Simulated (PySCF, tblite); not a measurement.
# C6H16SSi: geometry, infrared bands and NMR shifts

What infrared bands and NMR shifts should C6H16SSi (`CS[Si@H](C)C(C)(C)C`) show?

Computed with tblite 0.8.0 and PySCF 2.14.0, with density-fitted response routines of our own, on a single molecule in the gas phase. Atoms are numbered from 0 throughout.

## (1) Starting geometry

24 atoms, charge 0, multiplicity 1; geometry from: force field or distance geometry start.

Bonds of the start (Å): C0–S1 1.84, S1–Si2 2.13, Si2–C3 1.87, Si2–C4 1.86, C4–C5 1.53, C4–C6 1.50, C4–C7 1.52, C0–H8 1.12, C0–H9 1.10, C0–H10 1.10, Si2–H11 1.47, C3–H12 1.11, C3–H13 1.12, C3–H14 1.11, C5–H15 1.12, C5–H16 1.09, C5–H17 1.11, C6–H18 1.13, C6–H19 1.10, C6–H20 1.12, C7–H21 1.10, C7–H22 1.12, C7–H23 1.12.

## (2) Optimising the geometry with GFN2-xTB

The job: settings as JSON, then the geometry in Å.

```
{"job": {"kind": "relax", "xc": "GFN2-xTB", "basis": "xTB"}, "charge": 0, "multiplicity": 1}
C      3.374800     1.270900     0.768200
S      1.735300     1.644700     0.021500
Si     0.701600    -0.207200    -0.147200
C      0.962600    -0.952500    -1.840800
C     -1.120800    -0.090500     0.185000
C     -1.911400    -0.324400    -1.103600
C     -1.575900     1.234000     0.724400
C     -1.441100    -1.131100     1.240500
H      3.677900     2.092400     1.463900
H      4.143800     1.116000    -0.006700
H      3.315700     0.339500     1.349500
H      1.268800    -1.138700     0.844400
H      1.986100    -1.389500    -1.860900
H      0.248200    -1.809200    -1.951800
H      0.809100    -0.198700    -2.643700
H     -2.986500    -0.205100    -0.833000
H     -1.713200    -1.306300    -1.544200
H     -1.670600     0.519100    -1.783700
H     -1.332800     1.366300     1.818900
H     -1.271900     2.104200     0.126400
H     -2.699000     1.216200     0.698100
H     -0.574900    -1.792800     1.389300
H     -1.621300    -0.616700     2.215200
H     -2.316300    -1.720500     0.877600
```

On the command line:

```
> OMP_NUM_THREADS=1 python probes_run.py task.json out
```

The driver reads the jobs from task.json and runs them one after another.

**Question.** This job is followed by: GFN2-xTB harmonic vibrations, gas phase; GIAO PBE0/pcSseg-1 NMR shielding, non-relativistic, gas phase. What will the session give for the following? strongest single infrared mode (GFN2-xTB); zero-point energy (GFN2-xTB); ¹³C shifts against TMS (PBE0/pcSseg-1, means over atoms taken as alike); ¹H shifts against TMS (PBE0/pcSseg-1, means over atoms taken as alike); ³³S shifts against CS2 (PBE0/pcSseg-1); ²⁹Si shifts against TMS (PBE0/pcSseg-1).

As calculated:

| quantity | value |
| --- | --- |
| strongest single infrared mode (GFN2-xTB) | 2182 cm⁻¹, 287 km/mol |
| zero-point energy (GFN2-xTB) | 128.4 kcal/mol |
| ¹³C shifts against TMS (PBE0/pcSseg-1, means over atoms taken as alike) | 28.5, 21.9, 12.6, -5.3 ppm |
| ¹H shifts against TMS (PBE0/pcSseg-1, means over atoms taken as alike) | 4.78, 1.97, 1.03, 0.23 ppm |
| ³³S shifts against CS2 (PBE0/pcSseg-1) | -201 ppm |
| ²⁹Si shifts against TMS (PBE0/pcSseg-1) | 15.3 ppm |

**Reading.** Relaxing lowered the energy by 0.928 eV in 225 steps; the close pair that moved most is Si2–C4, from 1.856 to 1.913 Å. No mode is imaginary among the 66: a minimum at this level. The strongest single mode, at 2182 cm⁻¹, moves mainly H11. GFN2-xTB is a fitted tight-binding method: band positions and strengths are rough. Its intensities can rank the bands wrongly. At PBE0/pcSseg-1: The largest span, 219 ppm, is at S1, where the paramagnetic term is -357 ppm.
